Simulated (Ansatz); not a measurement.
## C₃H₅B, SMILES BC#CC: energies of removing a hydrogen, step by step

With Ansatz's Python interface.

The cells in order, each with its output:

**Cell 1**
```python
import ansatz as az
```

**Cell 2**
```python
def total_energy(molecule, charge=0, unpaired=0):
    calc = (
        molecule.calculation()
        .basis(gaussian='cc-pVTZ')
        .functional('CAM-B3LYP')
    )
    if charge:
        calc = calc.charge(charge)
    if unpaired:
        calc = calc.spin('collinear', total=unpaired)
    return calc.run(threads=1, backend='cpu').report['free_energy_ev']
```

**Cell 3**
```python
def without(molecule, index):
    rest = az.Crystal.molecule()
    for i, site in enumerate(molecule.cartesian_sites):
        if i != index:
            rest = rest.atom(site.symbol, site.position_ang)
    return rest
```

**Cell 4**
```python
mol = (
    az.Crystal.molecule()
    .atom('B', (-0.0364, 2.0317, -1.0429))
    .atom('C', (-0.034, 0.7063, -0.3641))
    .atom('C', (-0.0201, -0.3642, 0.1665))
    .atom('C', (0.1388, -1.6598, 0.8366))
    .atom('H', (0.1656, 2.1586, -2.2235))
    .atom('H', (-0.4283, 3.0464, -0.4504))
    .atom('H', (1.1397, -1.8997, 1.1244))
    .atom('H', (-0.275, -2.4335, 0.1413))
    .atom('H', (-0.5618, -1.632, 1.795))
)
```

**Cell 5**
```python
whole = total_energy(mol, 0)
hydrogen = total_energy(az.Crystal.molecule().atom('H', (0, 0, 0)), 0, 1)
print(f'E(molecule) = {whole:.5f} eV, E(H) = {hydrogen:.5f} eV')
for index in [5, 8]:
    radical = total_energy(without(mol, index), 0, 1)
    print(f'H{index}: homolysis {(radical + hydrogen - whole):.3f} eV')
    anion = total_energy(without(mol, index), -1)
    print(f'H{index}: loss of a proton {(anion - whole):.3f} eV')
```
Output:
```text
E(molecule) = -3865.47745 eV, E(H) = -13.57340 eV
H5: homolysis 4.604 eV
H5: loss of a proton 18.276 eV
H8: homolysis 4.506 eV
H8: loss of a proton 16.849 eV
```

Notes:
- Total energies depend on the basis set; only differences at equal settings carry meaning.
- The geometry is a force-field or estimated start, not a minimum of this method, and the basis set is short of its limit. All parts are taken at fixed geometry, without zero-point energy.
- Anions want diffuse functions, which this basis lacks.
- Wall time of the script: 36 s on 1 thread of Arm Neoverse V1 (shared host), peak memory 0.45 GiB.
